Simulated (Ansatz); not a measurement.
# Cl₃HOSi: basis-set convergence

An exercise on one series of results from a longer session: the logs are not shown, and one member is left open.

The runs use Ansatz 0.2.0, Gaussian basis; one geometry, several basis sets.

The runs, in order: PBE0-D4/def2-SVP; ωB97M-V/def2-SVP; PBE0-D4/def2-QZVPP; ωB97M-V/def2-QZVPP; the functionals' def2-TZVPP values are taken from earlier runs.

### Structure used throughout

All runs share one geometry, relaxed beforehand with PBE0-D4 in a triple-zeta def2 set.

SMILES `O[Si](Cl)(Cl)Cl`, 6 atoms, charge 0, spin multiplicity 1.

Atoms are counted from 1 here; the program's logs count them from 0.

Bond lengths: O1–Si2 1.616 Å, O1–H6 0.960 Å, Si2–Cl3 2.031 Å, Si2–Cl4 2.031 Å, Si2–Cl5 2.017 Å. Angles: Si2–O1–H6 118.4°, O1–Si2–Cl3 111.3°, O1–Si2–Cl4 111.3°, O1–Si2–Cl5 106.6°, Cl3–Si2–Cl4 107.8°, Cl3–Si2–Cl5 109.9°, Cl4–Si2–Cl5 109.9°.

Set-up of the first run:

Contents of in.yaml:

```yaml
crystal:
  periodic: [false, false, false]
  atoms:
    - {symbol: O, position_ang: [-0.778520, 0.456126, 0.986157]}
    - {symbol: Si, position_ang: [0.185861, 0.048964, -0.245593]}
    - {symbol: Cl, position_ang: [1.819661, -0.969104, 0.401841]}
    - {symbol: Cl, position_ang: [-0.787037, -1.126660, -1.585954]}
    - {symbol: Cl, position_ang: [0.754316, 1.771588, -1.126802]}
    - {symbol: H, position_ang: [-1.152281, -0.245014, 1.524252]}
basis:
  gaussian: {orbitals: def2-SVP}
hamiltonian: {xc: pbe0, dispersion: d4}
output: {orbitals: {seedname: orbitals}}
```

Among the steps run: PBE0-D4 in def2-SVP; ωB97M-V in def2-SVP; PBE0-D4 in def2-QZVPP; ωB97M-V in def2-QZVPP.

One table of the session follows, with a row left open; its other results are not shown here.

It belongs to the step «Density functionals: the series». 

| functional | basis | HOMO (eV) | LUMO (eV) |
| --- | --- | --- | --- |
| PBE0-D4 | def2-SVP | -9.18 | 0.42 |
| PBE0-D4 | def2-TZVPP | ? | ? |
| PBE0-D4 | def2-QZVPP | -9.36 | -0.26 |
| ωB97M-V | def2-SVP | -11.37 | 2.46 |
| ωB97M-V | def2-TZVPP | -11.56 | 1.80 |
| ωB97M-V | def2-QZVPP | -11.61 | 1.24 |

Estimate the missing values for PBE0-D4, def2-TZVPP.

As computed: HOMO (eV): -9.32; LUMO (eV): -0.02. In the column «HOMO (eV)» it lies between PBE0-D4, def2-QZVPP (-9.36) and PBE0-D4, def2-SVP (-9.18).
